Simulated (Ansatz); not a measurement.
Run this with the Ansatz DFT code, driven from Python and show what comes out.

`run_vcrelax.py`
```python
# -*- coding: utf-8 -*-
'''Relax cell and ions of Ti2O.'''

import argparse
import warnings

import ansatz as az
from ase import Atoms
from ase.data import atomic_numbers
from ase.io import write
import numpy as np
from pymatgen.core import Lattice, Structure
from pymatgen.io.ase import AseAtomsAdaptor
import spglib

parser = argparse.ArgumentParser(description='Relax cell and ions of Ti2O.')
parser.add_argument('--dispersion', default='D3(BJ)', help='dispersion correction')
parser.add_argument('--cutoff', type=float, required=True, help='basis')
parser.add_argument('--kmesh', type=int, nargs=3, default=[11, 11, 6], help='k-point sampling')
parser.add_argument('--filling', required=True, help='how the bands are filled')
parser.add_argument('--smearing-width', type=float, default=0.3, help='smearing width (eV)')
parser.add_argument('--max-scf', type=int, required=True, help='most SCF iterations')
args = parser.parse_args()

def edges_and_angles(cell):
    cell = np.asarray(cell)
    a, b, c = np.linalg.norm(cell, axis=1)
    cosines = cell[1] @ cell[2] / (b * c), cell[0] @ cell[2] / (a * c), cell[0] @ cell[1] / (a * b)
    return (a, b, c, *np.degrees(np.arccos(cosines)))


def main():
    warnings.simplefilter('ignore', az.DeckWarning)

    pmg_structure = Structure(
        Lattice([[2.9194, 0.0, 0.0], [-1.4597, 2.528275, 0.0], [0.0, 0.0, 4.713]]),
        ['Ti', 'Ti', 'O'],
        [
            [2 / 3, 1 / 3, 0.27874],
            [1 / 3, 2 / 3, 0.72126],
            [0.0, 0.0, 0.0],
        ],
    )
    cell = az.Crystal.from_ase(AseAtomsAdaptor.get_atoms(pmg_structure))

    # only the volume may change
    setup = (
        cell.calculation()
        .functional(az.Functional.R2SCAN, dispersion=args.dispersion)
        .basis(args.cutoff)
        .kpoints(mesh=args.kmesh, shift=0.5)  # the mesh must be finer for metals
        .occupations(args.filling, width=args.smearing_width)  # smearing steadies the SCF of a metal
        .mixing('broyden', preconditioner='resta')
        .scf(max_iterations=args.max_scf, lower_state_search='off')
        .relax(fix_cell=['shape'])  # relax until the tolerances are met
    )
    steps = []


    def collect(event):
        if event['event'] == 'relax_step':
            steps.append(event['data'])


    out = setup.session().plan().execute(on_event=collect)
    summary = out.report
    for s in steps:
        flag = '' if s['accepted'] else '  (rejected)'
        print('step %2d  E = %.5f eV  largest force component = %.4f eV/A%s' % (s['step'], s['lagrangian_ev'], s['allowed_force_max_ev_ang'], flag))

    first, last = steps[0], steps[-1]
    symbols = [site.symbol for site in out.lattice.sites]
    print(f'energy gained {first["lagrangian_ev"] - last["lagrangian_ev"]:.4f} eV in {len(steps) - 1} steps')
    for label, vectors in (('before', first['cell_ang']), ('after', out.lattice.cell_ang)):
        print(label, 'a b c (A) {:.4f} {:.4f} {:.4f}  angles {:.2f} {:.2f} {:.2f}'.format(*edges_and_angles(vectors)), f' V = {abs(np.linalg.det(vectors)):.3f} A^3')
    print('final stress xx yy zz (GPa, compression positive):', np.round(np.diag(summary['stress_gpa']), 3) + 0.0)

    change = np.array(last['positions_ang']) @ np.linalg.inv(last['cell_ang']) - np.array(first['positions_ang']) @ np.linalg.inv(first['cell_ang'])
    moved = np.linalg.norm(change @ np.array(last['cell_ang']), axis=1)
    print('displacement within the cell, strain taken out (A):', ' '.join(f'{s}:{d:.3f}' for s, d in zip(symbols, moved)))

    fractions = [site.position_frac for site in out.lattice.sites]
    numbers = [atomic_numbers[s] for s in symbols]
    for tolerance in (1e-3, 1e-2, 1e-1):
        print(f'space group at {tolerance} A:', spglib.get_spacegroup((out.lattice.cell_ang, fractions, numbers), symprec=tolerance))

    print('atom   start x y z (A)              end x y z (A)')
    for symbol, a, b in zip(symbols, first['positions_ang'], last['positions_ang']):
        print(f'{symbol:3s}', ' '.join(f'{v:8.4f}' for v in a), '  ', ' '.join(f'{v:8.4f}' for v in b))

    relaxed = Atoms(symbols, positions=[site.position_ang for site in out.lattice.sites], cell=out.lattice.cell_ang, pbc=True)
    write('relaxed.extxyz', relaxed, format='extxyz')

    for key in ('converged', 'n_iterations', 'n_electrons', 'n_kpoints', 'n_pw', 'n_symmetry_ops', 'free_energy_ev', 'fermi_energy_ev'):
        print(f'{key:18s} {summary[key]}')


if __name__ == '__main__':
    main()
```

```console
$ python run_vcrelax.py --cutoff 380.0 --filling gaussian --max-scf 150
step  1  E = -5581.30894 eV  largest force component = 1.0618 eV/A
step  2  E = -5581.34266 eV  largest force component = 0.1932 eV/A
step  3  E = -5581.36642 eV  largest force component = 0.0056 eV/A
step  4  E = -5581.36800 eV  largest force component = 0.0181 eV/A
step  5  E = -5581.36808 eV  largest force component = 0.0005 eV/A
step  6  E = -5581.37656 eV  largest force component = 0.0026 eV/A
step  7  E = -5581.37618 eV  largest force component = 0.0007 eV/A
step  8  E = -5581.37656 eV  largest force component = 0.0005 eV/A
energy gained 0.0676 eV in 7 steps
before a b c (A) 2.9194 2.9194 4.7130  angles 90.00 90.00 120.00  V = 34.787 A^3
after a b c (A) 2.9475 2.9475 4.7583  angles 90.00 90.00 120.00  V = 35.800 A^3
final stress xx yy zz (GPa, compression positive): [-0.874 -0.88   1.815]
displacement within the cell, strain taken out (A): Ti:0.050 Ti:0.050 O:0.000
space group at 0.001 A: P-3m1 (164)
space group at 0.01 A: P-3m1 (164)
space group at 0.1 A: P-3m1 (164)
atom   start x y z (A)              end x y z (A)
Ti    1.4597   0.8428   1.3137      1.4738   0.8508   1.2760
Ti    0.0000   1.6855   3.3993     -0.0000   1.7017   3.4823
O     0.0000   0.0000   0.0000      0.0000  -0.0000   0.0000
converged          True
n_iterations       6
n_electrons        30.0
n_kpoints          198
n_pw               603
n_symmetry_ops     4
free_energy_ev     -5581.376564644055
fermi_energy_ev    15.738988945707208
```

File `relaxed.extxyz` afterwards:
```text
3
Lattice="2.9474707855578437 -3.6300028379144576e-19 -1.870235314893864e-81 -1.4737353927789218 2.552584577205568 5.446690584457969e-81 -3.0192567920596714e-81 8.410099787092322e-81 4.758316302672321" Properties=species:S:1:pos:R:3 pbc="T T T"
Ti       1.47378028       0.85083561       1.27604445
Ti      -0.00004488       1.70174897       3.48227185
O        0.00000000      -0.00000000       0.00000000
```

What to keep in mind:
- The settings weren't tested for convergence.
- The cutoff lies under the one recommended for these potentials.
- Spin is left out of this run.
- The dispersion term runs with damping parameters of another functional.
- Under the recommended cutoff a pressure can be off by several GPa, even in sign.
- Dispersion corrections can be off by several per cent in the lattices of metals, and by several GPa in the pressure at a fixed cell.
- For a metal this k-point mesh is coarse: on a finer one energies can move by several to tens of meV an atom and pressures by half a GPa or more, differences at one mesh by less.
- Only differences from the Fermi energy are physical; the zero of the scale is a convention.
- Energies along a relaxation are free energies. Rows at an unchanged volume are solved on a plane-wave basis chosen afresh for that cell, so the energy jumps there and such rows are no steps of the walk.
- The free energy holds a sizeable smearing term, which stands for no physical temperature.
- The mesh has less symmetry than the crystal, which the program warned of.
- The starting cell is as deposited in a crystallographic database; the results hold for this polymorph, which needn't be the stable one.
- The script silences the warnings on its input, which a real study should read.
- Hardware and time: 72 s on 1 thread of Arm Neoverse V2 (shared host), peak memory 0.57 GiB.

(A comment or docstring line of the script was reworded after the run, the code is as it ran.)
